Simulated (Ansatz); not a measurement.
**AlPt: strong compression**

The task here is to estimate one member of a computed series from the others.

Computed with Ansatz 0.2.0 (DFT LDA, with the methods named in each step, unless a step's input says otherwise).

### The structure to begin with

Symmetry: Pm-3m, No. 221, cubic system. Conventional cell: a = 3.092 Å, b = 3.092 Å, c = 3.092 Å, α = 90.00°, β = 90.00°, γ = 90.00°. Around Al (site symmetry m-3m) lie 8 Pt at 2.68 Å. Pt (site symmetry m-3m) is surrounded by 8 Al at 2.68 Å.

Structure file:

```xyz
2
Lattice="3.0915 0.0000 0.0000 0.0000 3.0915 0.0000 0.0000 0.0000 3.0915" Properties=species:S:1:pos:R:3 pbc="T T T"
Al    0.0000    0.0000    0.0000
Pt    1.5458    1.5458    1.5458
```

Whether this phase is the stable one at these pressures isn't tested.

Atoms are numbered in the order of the input: Al1, Pt2.

The first run:

The input, input.yaml:

```yaml
crystal:
  lattice:
    - [3.091546, 0.0, 0.0]
    - [0.0, 3.091546, 0.0]
    - [0.0, 0.0, 3.091546]
  atoms:
    - { symbol: Al, position: [0.0, 0.0, 0.0] }
    - { symbol: Pt, position: [0.5, 0.5, 0.5] }
kpoints:
  mp_grid: { grid: [12, 12, 12] }
  band_path:
    path:
      - [0.0, 0.0, 0.0]
      - [0.0, 0.5, 0.0]
      - [0.5, 0.5, 0.0]
      - [0.0, 0.0, 0.0]
      - [0.5, 0.5, 0.5]
      - [0.0, 0.5, 0.0]
      - [0.5, 0.5, 0.5]
      - [0.5, 0.5, 0.0]
    npoints: 14
scf:
  occupations: { method: fermi_dirac, width: 0.05 }
hamiltonian:
  xc: lda
  pseudopotentials: { kind: all_electron, lapw: { basis_error: 0.001 } }
output:
  forces: true
  stress: true
  eigenvalues: true
  populations: true
```

Started as:

```sh
$ ansatz run input.yaml --threads 1 --pin off --max-ram 2048MiB --backend cpu --events-out ev --progress --plain --runs-dir out
```

Among the steps run: The reference volume, LAPW; Volume scaled by 1, crystal datasets; Volume scaled by 0.8, LAPW; Volume scaled by 0.75, LAPW; Volume scaled by 0.55, LAPW; Volume scaled by 0.55, crystal datasets.

One table of the session follows, with a row left open; its other results are not shown here.

| method | volume over the first | volume (Å³/atom) | pressure (GPa) |
| --- | --- | --- | --- |
| LAPW | 1 | 14.774 | -9.72 |
| LAPW | 0.8 | 11.819 | 54.10 |
| LAPW | 0.75 | 11.080 | 86.30 |
| LAPW | 0.55 | 8.126 | 401.35 |
| PAW | 1 | ? | ? |
| PAW | 0.8 | 11.819 | 54.20 |
| PAW | 0.75 | 11.080 | 86.50 |
| PAW | 0.55 | 8.126 | 402.39 |
| crystal datasets | 1 | 14.774 | -9.72 |
| crystal datasets | 0.55 | 8.126 | 401.34 |

Q: Estimate the row for PAW, 1 from the others.

**Answer.** volume (Å³/atom): 14.774; pressure (GPa): -9.76.

Caveats from the session: Rows by PAW come from runs of the same series that aren't printed here. Warnings in the runs' records: gradients without spin orbit, crystal datasets made.
